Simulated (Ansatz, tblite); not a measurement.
# C₈H₂₄Si₃: a ladder of methods and basis sets

The task here is to estimate one member of a computed series from the others.

Method: as each input shows; program: Ansatz 0.2.0, Gaussian basis.

Plan: GFN1-xTB, GFN2-xTB, PBE-D4/def2-TZVP, r2SCAN-D4/def2-TZVP, LDA/def2-TZVP, B3LYP-D4/def2-TZVP, PBE-D4/def2-SVP, PBE0-D4/def2-SVP, HF/STO-3G, MP2/def2-SVP.

4 further runs of the same task are left out: 4 that didn't finish.

### The geometry

The geometry is that of the singlet, from an earlier relaxation (PBE-D4/def2-SVP).

35 atoms, charge 0, spin multiplicity 1.

Bond lengths: C1–Si2 1.903 Å, C1–H12 1.111 Å, C1–H13 1.109 Å, C1–H14 1.109 Å, Si2–C3 1.902 Å, Si2–C4 1.903 Å, Si2–Si5 2.357 Å, C3–H15 1.111 Å, C3–H16 1.110 Å, C3–H17 1.109 Å, C4–H18 1.110 Å, C4–H19 1.109 Å, C4–H20 1.111 Å, Si5–C6 1.912 Å, Si5–C7 1.912 Å, Si5–Si8 2.357 Å, C6–H21 1.109 Å, C6–H22 1.110 Å and more. Angles: Si2–C1–H12 111.0°, Si2–C1–H13 111.1°, Si2–C1–H14 111.2°, H12–C1–H13 107.8°, H12–C1–H14 107.8°, H13–C1–H14 107.7°, C1–Si2–C3 109.3°, C1–Si2–C4 109.0°, C1–Si2–Si5 110.5°, C3–Si2–C4 108.9°, C3–Si2–Si5 109.8°, C4–Si2–Si5 109.3°, Si2–C3–H15 111.0°, Si2–C3–H16 110.9°, Si2–C3–H17 111.4°, H15–C3–H16 107.8°, H15–C3–H17 107.9°, H16–C3–H17 107.7° and more.

PBE0-D4/def2-TZVP was run before; its log isn't repeated, and its numbers join the tables.

The first run:

Tight binding, by tblite at 300 K electronic temperature and without a spin-polarisation term:

```python
tblite.interface.Calculator('GFN1-xTB', numbers, positions, charge=0, uhf=0).singlepoint()
```

Tight binding, by tblite at 300 K electronic temperature and without a spin-polarisation term:

```python
tblite.interface.Calculator('GFN2-xTB', numbers, positions, charge=0, uhf=0).singlepoint()
```

start.molden holds the orbitals of an earlier run on this state, given as this run's starting guess.

The input, in.yaml:

```yaml
crystal:
  periodic: [false, false, false]
  atoms:
    - {symbol: C, position_ang: [2.149254, -0.864125, 1.638458]}
    - {symbol: Si, position_ang: [1.969199, -0.149670, -0.115622]}
    - {symbol: C, position_ang: [2.150607, -1.551315, -1.388457]}
    - {symbol: C, position_ang: [3.347497, 1.130055, -0.407400]}
    - {symbol: Si, position_ang: [-0.128480, 0.895114, -0.372158]}
    - {symbol: C, position_ang: [-0.150312, 2.519342, 0.635983]}
    - {symbol: C, position_ang: [-0.397422, 1.294255, -2.222377]}
    - {symbol: Si, position_ang: [-1.876513, -0.494383, 0.383724]}
    - {symbol: C, position_ang: [-1.703362, -2.242597, -0.346673]}
    - {symbol: C, position_ang: [-3.544144, 0.242528, -0.162609]}
    - {symbol: C, position_ang: [-1.841932, -0.598839, 2.282533]}
    - {symbol: H, position_ang: [3.162971, -1.290913, 1.792020]}
    - {symbol: H, position_ang: [1.410665, -1.672031, 1.819281]}
    - {symbol: H, position_ang: [1.990211, -0.082234, 2.409379]}
    - {symbol: H, position_ang: [3.137826, -2.051042, -1.293080]}
    - {symbol: H, position_ang: [2.068197, -1.159297, -2.423136]}
    - {symbol: H, position_ang: [1.363563, -2.321553, -1.256555]}
    - {symbol: H, position_ang: [3.273202, 1.572492, -1.422241]}
    - {symbol: H, position_ang: [3.286740, 1.958663, 0.327915]}
    - {symbol: H, position_ang: [4.351190, 0.663907, -0.312865]}
    - {symbol: H, position_ang: [0.016920, 2.316329, 1.713713]}
    - {symbol: H, position_ang: [0.645380, 3.212796, 0.292556]}
    - {symbol: H, position_ang: [-1.124682, 3.041624, 0.535824]}
    - {symbol: H, position_ang: [0.406758, 1.952457, -2.612602]}
    - {symbol: H, position_ang: [-0.400475, 0.365579, -2.829202]}
    - {symbol: H, position_ang: [-1.367571, 1.809076, -2.382714]}
    - {symbol: H, position_ang: [-2.563989, -2.881828, -0.056752]}
    - {symbol: H, position_ang: [-1.661149, -2.213065, -1.454965]}
    - {symbol: H, position_ang: [-0.777779, -2.736973, 0.013620]}
    - {symbol: H, position_ang: [-3.680385, 1.266209, 0.243211]}
    - {symbol: H, position_ang: [-4.391616, -0.380042, 0.194920]}
    - {symbol: H, position_ang: [-3.611131, 0.305478, -1.268286]}
    - {symbol: H, position_ang: [-0.884381, -1.023796, 2.646685]}
    - {symbol: H, position_ang: [-2.666491, -1.239110, 2.661466]}
    - {symbol: H, position_ang: [-1.958377, 0.406890, 2.736387]}
basis:
  gaussian: {orbitals: def2-TZVP, initial_orbitals: start.molden}
hamiltonian: {xc: pbe, dispersion: d4}
scf: {omitted_lower_state_checks: [starts]}
output: {forces: true, orbitals: {seedname: orbitals}}
```

The run is started by

```
> ansatz run in.yaml --threads 6 --pin off --events-out ev --progress --plain --max-ram 7833MiB
```

Steps of the session up to this table: PBE-D4/def2-TZVP; r2SCAN-D4/def2-TZVP; LDA/def2-TZVP; B3LYP-D4/def2-TZVP; PBE-D4/def2-SVP; PBE0-D4/def2-SVP; HF/STO-3G; MP2/def2-SVP.

One of the session's tables, all rows but one given; the rest of the session is left out.

It belongs to the step «Binding energy». 

```
              level  binding an atom (eV)
          HF/STO-3G                 3.918
        HF/def2-SVP                 3.027
      LDA/def2-TZVP                 4.396
    PBE-D4/def2-SVP                 3.989
   PBE-D4/def2-TZVP                 3.974
r2SCAN-D4/def2-TZVP                 3.940
 B3LYP-D4/def2-TZVP                     ?
   PBE0-D4/def2-SVP                 3.964
  PBE0-D4/def2-TZVP                 3.945
       MP2/def2-SVP                 3.759
```

**Question.** Estimate the row for B3LYP-D4/def2-TZVP.

**Answer.** binding an atom (eV): 3.931. In the column «binding an atom (eV)» it lies between HF/STO-3G (3.918) and r2SCAN-D4/def2-TZVP (3.940).

Caveats from the session: Free atoms were run apart at each level; binding is atoms less cluster, divided by the number of atoms, without zero-point or spin-orbit terms.
